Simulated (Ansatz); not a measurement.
# Cl3FH2O2W: a ladder of functionals and wavefunction methods

The task here is to estimate one member of a computed series from the others.

Method: functionals in def2-TZVPP, the program's frozen cores in correlated methods; program: Ansatz 0.2.0, Gaussian basis.

Levels to be run: PBE-D4, r2SCAN-D4, PBE0-D4, B3LYP-D4, ωB97X-V, ωB97M-V, B2PLYP; CCSD(T)/def2-TZVPP; MP2/def2-QZVPP; extrapolation to the limit.

## The relaxed structure

An earlier PBE0-D4 in a triple-zeta def2 set relaxation fixed the geometry. W takes the def2 core potential; no spin-orbit term is included.

SMILES `[OH][W]([OH])([F])([Cl])([Cl])[Cl]`, 9 atoms, charge 0, spin multiplicity 1.

Atoms are counted from 1 here; the program's logs count them from 0.

Bond lengths: O1–W2 1.871 Å, O1–H8 0.963 Å, W2–O3 1.835 Å, W2–F4 1.868 Å, W2–Cl5 2.303 Å, W2–Cl6 2.333 Å, W2–Cl7 2.296 Å, O3–H9 0.959 Å. Angles: W2–O1–H8 122.7°, O1–W2–O3 92.0°, O1–W2–F4 83.8°, O1–W2–Cl5 170.7°, O1–W2–Cl6 93.0°, O1–W2–Cl7 90.7°, O3–W2–F4 171.1°, O3–W2–Cl5 97.2°, O3–W2–Cl6 86.6°, O3–W2–Cl7 93.4°, F4–W2–Cl5 87.3°, F4–W2–Cl6 85.8°, F4–W2–Cl7 94.5°, Cl5–W2–Cl6 88.9°, Cl5–W2–Cl7 87.5°, Cl6–W2–Cl7 176.4°, W2–O3–H9 139.5°.

The first run:

The input, in.yaml:

```yaml
crystal:
  periodic: [false, false, false]
  atoms:
    - {symbol: O, position_ang: [-0.093546, -0.217751, -1.649922]}
    - {symbol: W, position_ang: [0.068001, 0.219718, 0.161938]}
    - {symbol: O, position_ang: [0.612573, -1.479839, 0.589646]}
    - {symbol: F, position_ang: [-0.732574, 1.824255, -0.362269]}
    - {symbol: Cl, position_ang: [0.204876, 1.108872, 2.282246]}
    - {symbol: Cl, position_ang: [-2.095871, -0.501107, 0.653553]}
    - {symbol: Cl, position_ang: [2.211395, 0.968327, -0.182245]}
    - {symbol: H, position_ang: [-0.408552, 0.408938, -2.310118]}
    - {symbol: H, position_ang: [0.233707, -2.331403, 0.817161]}
basis:
  gaussian: {orbitals: def2-TZVPP}
hamiltonian: {xc: pbe, dispersion: d4}
output: {forces: true, orbitals: {seedname: orbitals}}
```

The run is started by

```
> ansatz run in.yaml --threads 2 --pin off --events-out ev --progress --plain --max-ram 31744MiB --backend cuda --devices 0, --max-vram 18GiB
```

Among the steps run: PBE-D4 (GGA); r2SCAN-D4 (meta-GGA); PBE0-D4 (hybrid); B3LYP-D4 (hybrid); ωB97X-V (range-separated); ωB97M-V (range-separated); B2PLYP (double hybrid).

One table of the session follows, with a row left open; its other results are not shown here.

It belongs to the step «Frontier levels by functional». 

| functional | HOMO (eV) | LUMO (eV) | gap (eV) |
| --- | --- | --- | --- |
| PBE-D4 | -7.27 | -4.73 | 2.55 |
| r2SCAN-D4 | -7.65 | -4.82 | 2.83 |
| PBE0-D4 | ? | ? | ? |
| B3LYP-D4 | -8.39 | -4.40 | 3.98 |
| ωB97X-V | -11.00 | -2.30 | 8.70 |
| ωB97M-V | -10.84 | -2.29 | 8.55 |

Estimate the missing values for PBE0-D4.

As computed: HOMO (eV): -8.66; LUMO (eV): -4.24; gap (eV): 4.42. In the column «HOMO (eV)» it lies between ωB97M-V (-10.84) and B3LYP-D4 (-8.39).
